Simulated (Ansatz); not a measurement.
# C2H5ClOSi: up Jacob's ladder to CCSD(T)

How much do the methods differ for C2H5ClOSi? The plan is to run it at one geometry with functionals of several rungs and with coupled cluster, and see how far each lands from CCSD(T) at the basis-set limit for the atomisation energy.

The runs use Ansatz 0.2.0, Gaussian basis; functionals in def2-TZVPP, the program's frozen cores in correlated methods.

Levels to be run: PBE-D4, r2SCAN-D4, PBE0-D4, B3LYP-D4, ωB97X-V, ωB97M-V, B2PLYP; CCSD(T)/def2-TZVPP; MP2/def2-QZVPP; extrapolation to the limit.

## 1. The geometry

An earlier PBE0-D4/def2-TZVP relaxation fixed the geometry.

SMILES `C[Si]1(Cl)CO1`, 10 atoms, charge 0, spin multiplicity 1.

Atoms are counted from 1 here; the program's logs count them from 0.

Bond lengths: C1–Si2 1.842 Å, C1–H6 1.092 Å, C1–H7 1.091 Å, C1–H8 1.093 Å, Si2–Cl3 2.041 Å, Si2–C4 1.796 Å, Si2–O5 1.644 Å, C4–O5 1.496 Å, C4–H9 1.088 Å, C4–H10 1.088 Å. Angles: Si2–C1–H6 110.8°, Si2–C1–H7 109.7°, Si2–C1–H8 110.0°, H6–C1–H7 109.3°, H6–C1–H8 108.1°, H7–C1–H8 108.9°, C1–Si2–Cl3 110.3°, C1–Si2–C4 127.2°, C1–Si2–O5 119.2°, Cl3–Si2–C4 119.6°, Cl3–Si2–O5 116.2°, C4–Si2–O5 51.3°, Si2–C4–O5 59.1°, Si2–C4–H9 121.5°, Si2–C4–H10 123.2°, O5–C4–H9 112.2°, O5–C4–H10 112.3°, H9–C4–H10 113.4° and more.

## 2. PBE-D4 (GGA)

in.yaml

```yaml
crystal:
  periodic: [false, false, false]
  atoms:
    - {symbol: C, position_ang: [-1.223000, -1.012656, -0.012092]}
    - {symbol: Si, position_ang: [0.455040, -0.253474, -0.047779]}
    - {symbol: Cl, position_ang: [1.883202, -1.682675, 0.237886]}
    - {symbol: C, position_ang: [0.869522, 1.475652, 0.201559]}
    - {symbol: O, position_ang: [0.792082, 0.895033, -1.175163]}
    - {symbol: H, position_ang: [-1.393064, -1.533906, 0.931789]}
    - {symbol: H, position_ang: [-1.980954, -0.237423, -0.137000]}
    - {symbol: H, position_ang: [-1.322041, -1.737760, -0.823333]}
    - {symbol: H, position_ang: [1.879330, 1.785938, 0.460848]}
    - {symbol: H, position_ang: [0.123083, 2.250069, 0.366087]}
basis:
  gaussian: {orbitals: def2-TZVPP}
hamiltonian: {xc: pbe, dispersion: d4}
output: {forces: true, orbitals: {seedname: orbitals}}
```

Launch:

```
ansatz run in.yaml --threads 4 --pin off --events-out ev --progress --plain --max-ram 10444MiB
```

Further steps of the session: r2SCAN-D4 (meta-GGA); PBE0-D4 (hybrid); B3LYP-D4 (hybrid); ωB97X-V (range-separated); ωB97M-V (range-separated); B2PLYP (double hybrid); CCSD(T) in def2-TZVPP; MP2 in def2-QZVPP.

**Question.** What will the summary of the whole plan be? Wanted: atomisation energy, CCSD(T)/CBS; farthest; mean size of error, hybrid; mean size of error, range-separated; gap, smallest and largest; T1 diagnostic; triples share of the correlation energy.

**Answer**, as computed:

| quantity | value |
| --- | --- |
| atomisation energy, CCSD(T)/CBS | 3818.2 kJ/mol |
| functionals within 19.1 kJ/mol (0.5 %) | PBE0-D4, ωB97X-V, ωB97M-V |
| farthest | PBE-D4 (+79.0 kJ/mol) |
| mean size of error, hybrid | 14.7 kJ/mol |
| mean size of error, range-separated | 13.9 kJ/mol |
| gap, smallest and largest | 5.72 eV (PBE-D4), 12.36 eV (ωB97X-V) |
| T1 diagnostic | 0.0117 |
| triples share of the correlation energy | 4.1 % |

In words: PBE-D4 is off by +79.0 kJ/mol, about 7.9 kJ/mol a bond. Double hybrids carry the basis error of their MP2 part in triple zeta, and no dispersion term here, so their miss is partly the set-up's. Misses under about 19.1 kJ/mol are within the doubt on the reference itself, which lacks core-valence correlation, relativity and higher excitations. Hartree-Fock recovers 72 % of the binding; the rest is correlation. Orbital gaps span 5.7 to 12.4 eV; exact exchange widens them.
